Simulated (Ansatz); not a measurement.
# Molybdenum, diamond under BLYP: from relaxation to bulk modulus

What does BLYP give for molybdenum in the diamond structure? We relax it, solve it on a dense k-mesh, then scale the cell to 7 volumes from 88 to 112 % of the relaxed one and try a fit of the equation of state. Spin polarisation is left out. The k-meshes are 10×10×10 for the relaxation; 15×15×15 for the dense run; 11×11×11 for the volumes.

This is Mo in the diamond structure; at room conditions it is bcc.

Computed with Ansatz 0.2.0 (DFT BLYP, plane waves (420 eV) with PAW, scalar-relativistic; the PAW data stem from PBE, with regenerated cores, unless a step says otherwise).

### Step 1. The system as given

The structure is cubic, space group Fd-3m (No. 227). The conventional cell has a = 5.522 Å, b = 5.522 Å, c = 5.522 Å, α = 90.00°, β = 90.00°, γ = 90.00°. Mo (site symmetry -43m) has 4 Mo at 2.39 Å as nearest neighbours.

Structure file:

```cif
data_structure
_symmetry_space_group_name_H-M 'Fd-3m:1'
_symmetry_Int_Tables_number 227
_cell_length_a 5.5217
_cell_length_b 5.5217
_cell_length_c 5.5217
_cell_angle_alpha 90.000
_cell_angle_beta 90.000
_cell_angle_gamma 90.000
_cell_volume 168.35
loop_
_atom_site_label
_atom_site_type_symbol
_atom_site_symmetry_multiplicity
_atom_site_Wyckoff_symbol
_atom_site_fract_x
_atom_site_fract_y
_atom_site_fract_z
_atom_site_occupancy
Mo1 Mo 8 b 0.75000 0.75000 0.75000 1
```

### Step 2. Relaxation of the cell

Input file input.yaml:

```yaml
crystal:
  lattice:
    - [0.0, 2.7608283082, 2.7608283082]
    - [2.7608283082, 0.0, 2.7608283082]
    - [2.7608283082, 2.7608283082, 0.0]
  atoms:
    - { symbol: Mo, position: [0.125, 0.125, 0.125] }
    - { symbol: Mo, position: [0.875, 0.875, 0.875] }
hamiltonian:
  xc: blyp
  pseudopotentials:
    kind: paw
    azcp:
      Mo: "pseudopotentials/Mo.paw.azcp"
basis:
  ecutwfc: 420
  fft_grid_basis: typed
kpoints:
  mp_grid: { grid: [10, 10, 10], shift: [0, 0, 0] }
magnetization:
  spin_polarized: false
scf:
  occupations: { method: fermi_dirac, width: 0.1 }
relax:
  max_steps: 60
  f_tol: 0.01
  cell: {}
```

Run with:

```bash
$ ansatz run input.yaml --threads 2 --pin off --max-ram 5120MiB --backend cpu --events-out ev --progress --plain --runs-dir out
```

After this run come: Single point on a dense mesh; At 88 % of the relaxed volume; At 92 % of the relaxed volume; At 96 % of the relaxed volume; At 100 % of the relaxed volume; At 104 % of the relaxed volume; At 108 % of the relaxed volume; At 112 % of the relaxed volume.

What does the calculation give? Wanted: space group; conventional cell; volume; shortest distance; gap on the mesh; relative to bcc; V₀, B₀, B₀′.

**Answer**, as computed:

| quantity | value |
| --- | --- |
| space group (spins left aside) | Fd-3m (No. 227) |
| conventional cell | a = 5.790 Å |
| volume | 24.261 Å³/atom |
| shortest distance | 2.507 Å |
| gap on the mesh | none (levels filled in part) |
| relative to bcc | +1710 meV/atom |
| V₀, B₀, B₀′ | 24.220 Å³/atom, 95 GPa, 4.1 |

**Reading.** The relaxation enlarged the cell by 15.3 % in volume. It lies 1710 meV/atom above the element's reference form at the same level (bcc, from a run of its own). Levels at the Fermi energy are filled in part, as in a metal. B₀ comes out at 95 GPa. Relaxation kept the symmetry; phonons were not checked.
